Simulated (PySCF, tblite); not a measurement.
# C4H11BS: geometry, infrared bands and NMR shifts

Aim: predict the infrared bands and NMR shifts of C4H11BS (`CSBC(C)C`).

Programs: tblite 0.8.0 and PySCF 2.14.0, with density-fitted response routines of our own. Each step states its level of theory. These are calculated values for one molecule in the gas phase, unless marked as measured. Atoms are numbered from 0 throughout.

## Step 1: The starting structure

17 atoms, charge 0, multiplicity 1; geometry from: force field or distance geometry start.

Bonds of the start (Å): C0–S1 1.82, S1–B2 1.87, B2–C3 1.59, C3–C4 1.53, C3–C5 1.53, C0–H6 1.11, C0–H7 1.11, C0–H8 1.11, B2–H9 1.19, C3–H10 1.12, C4–H11 1.11, C4–H12 1.11, C4–H13 1.12, C5–H14 1.11, C5–H15 1.12, C5–H16 1.11.

## Step 2: Optimising the geometry with GFN2-xTB

The job: settings as JSON, then the geometry in Å.

```
{"job": {"kind": "relax", "xc": "GFN2-xTB", "basis": "xTB"}, "charge": 0, "multiplicity": 1}
C      2.697700    -0.366300    -0.870500
S      2.235500     0.968600     0.281600
B      0.425200     0.953600    -0.189100
C     -0.620500     0.009400     0.557700
C     -1.255900    -0.984400    -0.412200
C     -1.698500     0.834800     1.268200
H      2.149300    -1.295100    -0.614900
H      2.454000    -0.058600    -1.906800
H      3.784700    -0.555100    -0.795600
H      0.037500     1.660600    -1.059800
H     -0.066700    -0.580000     1.332700
H     -0.475000    -1.606800    -0.903700
H     -1.952000    -1.663900     0.128200
H     -1.822700    -0.444600    -1.208900
H     -2.392800     0.177800     1.825700
H     -1.228500     1.527700     2.017500
H     -2.278200     1.434300     0.540200
```

Run with:

```console
$ OMP_NUM_THREADS=1 python probes_run.py task.json out
```

One launch serves the whole session: the jobs run in the order shown.

**Question.** This job is followed by: GFN2-xTB harmonic vibrations, gas phase; GIAO PBE0/pcSseg-1 NMR shielding, non-relativistic, gas phase. What will the session give for the following? strongest single infrared mode (GFN2-xTB); zero-point energy (GFN2-xTB); 13C shifts against TMS (PBE0/pcSseg-1, means over atoms taken as alike); 1H shifts against TMS (PBE0/pcSseg-1, means over atoms taken as alike); 33S shifts against CS2 (PBE0/pcSseg-1); 11B shifts against BF3·OEt2 (PBE0/pcSseg-1); surface potential, 1st and 99th percentile.

**Answer**, as computed:

| quantity | value |
| --- | --- |
| strongest single infrared mode (GFN2-xTB) | 3012 cm⁻¹, 100 km/mol |
| zero-point energy (GFN2-xTB) | 90.3 kcal/mol |
| 13C shifts against TMS (PBE0/pcSseg-1, means over atoms taken as alike) | 24.7, 20.9, 16.9 ppm |
| 1H shifts against TMS (PBE0/pcSseg-1, means over atoms taken as alike) | 6.77, 2.29, 1.77, 1.03 ppm |
| 33S shifts against CS2 (PBE0/pcSseg-1) | 78 ppm |
| 11B shifts against BF3·OEt2 (PBE0/pcSseg-1) | 70.0 ppm |
| surface potential, 1st and 99th percentile | -0.78 V and 0.96 V |

What this shows: The optimisation took 163 steps and gained 0.842 eV; among the close pairs (by a distance rule), S1–B2 changed most, from 1.871 to 1.756 Å. All 45 modes are real, so the xTB geometry is a minimum. The strongest single mode, at 3012 cm⁻¹, moves mainly H14. GFN2-xTB is a fitted tight-binding method: band positions and strengths are rough. Its intensities can rank the bands wrongly. At PBE0/pcSseg-1: Shielding is most anisotropic at S1 (span 382 ppm, paramagnetic term -633 ppm). At PBE0/pcSseg-1, counted by nearest atom on the grid, the HOMO lies on S1 71 %; B2 13 %, the LUMO on B2 47 %; S1 18 %.
